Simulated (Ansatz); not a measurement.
# Cs3Bi2Br9: the cost of one run

Program: Ansatz 0.2.0. Level of theory: DFT PBEsol, scalar-relativistic, plane waves, PAW. These are calculated values, not measurements.

1 further run of the same task is left out (set aside as unsound or not needed).

**1. The structure to begin with**

Symmetry: P-3m1, No. 164, trigonal system. The conventional cell has a = 7.911 Å, b = 7.911 Å, c = 9.805 Å, α = 90.00°, β = 90.00°, γ = 120.00°. Around Cs (site symmetry 3m) lie 12 Br at 3.90 to 4.04 Å. Around Cs (site symmetry -3m) lie 12 Br at 3.96 to 4.02 Å. Bi (site symmetry 3m) is surrounded by 6 Br at 2.73 to 2.95 Å. Br (site symmetry 2/m) has 2 Bi at 2.95 Å and 4 Cs at 3.96 to 4.04 Å as nearest neighbours. Br (site symmetry m) has 1 Bi at 2.73 Å and 4 Cs at 3.90 to 4.02 Å as nearest neighbours.

Coordinates:

```xyz
14
Lattice="7.9113 0.0000 0.0000 -3.9556 6.8514 0.0000 0.0000 0.0000 9.8054" Properties=species:S:1:pos:R:3 pbc="T T T"
Cs    3.9556    2.2838    6.4744
Cs    0.0000    4.5676    3.3310
Cs    0.0000    0.0000    0.0000
Bi    3.9556    2.2838    1.8685
Bi    0.0000    4.5676    7.9370
Br    1.9778    3.4257    0.0000
Br    3.9556    0.0000    0.0000
Br   -1.9778    3.4257    0.0000
Br    1.9561    1.1294    3.3293
Br    5.9551    1.1294    3.3293
Br    3.9556    4.5926    3.3293
Br    0.0000    2.2587    6.4762
Br   -1.9995    5.7220    6.4762
Br    1.9995    5.7220    6.4762
```

This cell was relaxed beforehand with the same method: volume 37.96 Å³/atom, gap on the mesh 2.38 eV.

**2. Static run: bands, density of states and charges**

input.yaml reads:

```yaml
crystal:
  lattice:
    - [7.9112705012, 0.0, 0.0]
    - [-3.9556352506, 6.8513612302, 0.0]
    - [0.0, 0.0, 9.8054459707]
  atoms:
    - { symbol: Cs, position: [0.6666666667, 0.3333333333, 0.6602886404] }
    - { symbol: Cs, position: [0.3333333333, 0.6666666667, 0.3397113596] }
    - { symbol: Cs, position: [0.0, 0.0, 0.0] }
    - { symbol: Bi, position: [0.6666666667, 0.3333333333, 0.1905523072] }
    - { symbol: Bi, position: [0.3333333333, 0.6666666667, 0.8094476928] }
    - { symbol: Br, position: [0.5, 0.5, 0.0] }
    - { symbol: Br, position: [0.5, 0.0, 0.0] }
    - { symbol: Br, position: [0.0, 0.5, 0.0] }
    - { symbol: Br, position: [0.3296771172, 0.1648385586, 0.3395330625] }
    - { symbol: Br, position: [0.8351614414, 0.1648385586, 0.3395330625] }
    - { symbol: Br, position: [0.8351614414, 0.6703228828, 0.3395330625] }
    - { symbol: Br, position: [0.1648385586, 0.3296771172, 0.6604669375] }
    - { symbol: Br, position: [0.1648385586, 0.8351614414, 0.6604669375] }
    - { symbol: Br, position: [0.6703228828, 0.8351614414, 0.6604669375] }
basis:
  ecutwfc: 420
kpoints:
  mp_grid: { grid: [6, 6, 4] }
  band_path:
    path:
      - [[0.0, 0.0, 0.0], [0.5, 0.0, 0.0], [0.33333333, 0.33333333, 0.0], [0.0, 0.0, 0.0], [0.0, 0.0, 0.5], [0.5, 0.0, 0.5], [0.33333333, 0.33333333, 0.5], [0.0, 0.0, 0.5]]
      - [[0.5, 0.0, 0.5], [0.5, 0.0, 0.0]]
      - [[0.33333333, 0.33333333, 0.5], [0.33333333, 0.33333333, 0.0]]
    npoints: 10
hamiltonian:
  xc: pbesol
scf:
  occupations: { method: gaussian, width: 0.02 }
  n_extra_bands: 35
output:
  forces: true
  stress: true
  eigenvalues: true
  populations: true
  dos: { projected: true, de: 0.02, nscf_kmesh: { grid: [9, 9, 6] } }
  bader: false
  write_density: true
  write_potential: true
  elf: true
  volumetric_format: npy
```

On the command line:

```sh
$ ansatz run input.yaml --threads 8 --pin off --max-ram 22528MiB --backend cpu --events-out ev --progress --plain --runs-dir out
```

**Question.** How long does this run take on 8 threads of AMD EPYC (Zen 3), shared host, and how much memory does it need?

About 2 min, with a peak of 3.8 GiB.
